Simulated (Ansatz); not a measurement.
# Ga2HO (doublet): the correlation ladder, cc-pVDZ

One table from this session's results is given with a row withheld; the runs are named, their logs left out.

Computed with Ansatz 0.2.0, Gaussian basis. Level: cc-pVDZ, core rule «outside noble gas», up to 29 orbitals frozen.

Plan: UHF; CCSD(T) on ROHF; CCSD(T) on UHF; BCCD(T) on ROHF; CISD; CCSDT(Q) on ROHF; CCSDT(Q) on UHF; CASSCF and MRCISD+Q, 9 electrons in 9 orbitals; CASSCF and NEVPT2, 9 electrons in 9 orbitals.

18 further runs of the same task are left out: 7 that didn't finish, 11 set aside as unsound or not needed.

## What is computed

The geometry is a PBE0/def2-TZVP stationary point (not a proven minimum). No spin-orbit coupling is included. The filled d shell of Ga may be among the frozen orbitals whatever the setting's name suggests; the logs give the count.

4 atoms, charge 0, spin multiplicity 2.

Atoms are counted from 1 here; the program's logs count them from 0.

Bond lengths: Ga1–Ga2 2.692 Å, Ga2–O3 1.757 Å, O3–H4 0.952 Å. Angles: Ga1–Ga2–O3 180.0°, Ga2–O3–H4 180.0°.

Set-up of the first run:

File in.yaml:

```yaml
crystal:
  periodic: [false, false, false]
  atoms:
    - {symbol: Ga, position_ang: [0.000000, 0.000000, -3.135100]}
    - {symbol: Ga, position_ang: [0.000000, 0.000000, -0.443400]}
    - {symbol: O, position_ang: [0.000000, 0.000000, 1.313400]}
    - {symbol: H, position_ang: [0.000000, 0.000000, 2.265100]}
basis:
  gaussian: {orbitals: cc-pVDZ}
magnetization: {spin_polarized: true, initial_magnetization: 1}
hamiltonian: {xc: hf}
output: {orbitals: {seedname: orbitals}}
```

Started as:

```
$ ansatz run in.yaml --threads 1 --pin off --events-out ev --progress --plain --max-ram 2393MiB
```

Steps of the session up to this table: UHF; CCSD(T) on ROHF; CCSD(T) on UHF; BCCD(T) on ROHF; CISD; CCSDT(Q) on ROHF; CCSDT(Q) on UHF; CASSCF and MRCISD+Q, 9 electrons in 9 orbitals; CASSCF and NEVPT2, 9 electrons in 9 orbitals.

One table of the session follows, with a row left open; its other results are not shown here.

It belongs to the step «Misses and costs». 

```
           method  from UCCSDT(Q) (meV)
             ROHF               +8613.9
              UHF               +8553.4
             RMP2                +980.7
             UMP2                +988.0
            RCCSD                +299.0
            UCCSD                +294.9
         RCCSD(T)                 +61.9
         UCCSD(T)                 +60.1
          BCCD(T)                 +57.2
           RCCSDT                 +30.1
           UCCSDT                 +28.3
        RCCSDT(Q)                  +6.2
        UCCSDT(Q)                     0
  CASSCF frontier               +5040.3
  NEVPT2 frontier               +1480.0
  MRCISD frontier                +524.0
MRCISD+Q frontier                     ?
```

Q: Estimate the row for MRCISD+Q frontier from the others.

As computed: from UCCSDT(Q) (meV): +60.7. In the column «from UCCSDT(Q) (meV)» it lies between UCCSD(T) (+60.1) and RCCSD(T) (+61.9).

Not comparable, so not listed: CISD (they don't share determinant, frozen orbitals or solution with the rows shown, or repeat one).

Limits of these values: Restricted and unrestricted rows rest on different reference determinants; where their highest levels disagree by more than a few hundredths of an eV, they describe different states and don't form one ladder.
